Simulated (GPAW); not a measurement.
Crystal: PtSe.

```
CELL_PARAMETERS angstrom
3.70187 0.00000 0.00000
-1.85094 3.20591 0.00000
0.00000 0.00000 3.61284
ATOMIC_POSITIONS crystal
Pt 0.00000 0.00000 0.00000
Se 0.66667 0.33333 0.50000
```

The cell comes from a database or a generator and needn't be the stable form of this composition.

Base run:

* Program: GPAW 26.7.0
* Functional: r2SCAN
* Potentials or basis: GPAW PAW data sets (gpaw-data 1.2.1)
* Cutoff: 600 eV
* Basis: pw
* k mesh: 8 × 8 × 7
* Occupations: fermi-dirac, width 0.05 eV
* Spin: no spin polarisation

Its results: band gap on the k mesh none (metal or under the smearing width); pressure -13.2 GPa.

After a change of settings the same cell gave: band gap on the k mesh none (metal or under the smearing width); pressure -11.3 GPa. Which change was it?
A. functional from r2SCAN to RPBE; potentials or basis from GPAW PAW data sets (gpaw-data 1.2.1) to the program's PAW data sets (release 1.2.1) made for this functional
B. functional from r2SCAN to BLYP; potentials or basis from GPAW PAW data sets (gpaw-data 1.2.1) to PAW data sets generated in the run's folder for this functional
C. functional from r2SCAN to PBE
D. functional from r2SCAN to AM05; potentials or basis from GPAW PAW data sets (gpaw-data 1.2.1) to PAW data sets generated in the run's folder for this functional

C.

Caveats: the PAW data sets were made with another functional, which shifts forces and pressure a little (some runs).

Not every run made on this cell is shown here.
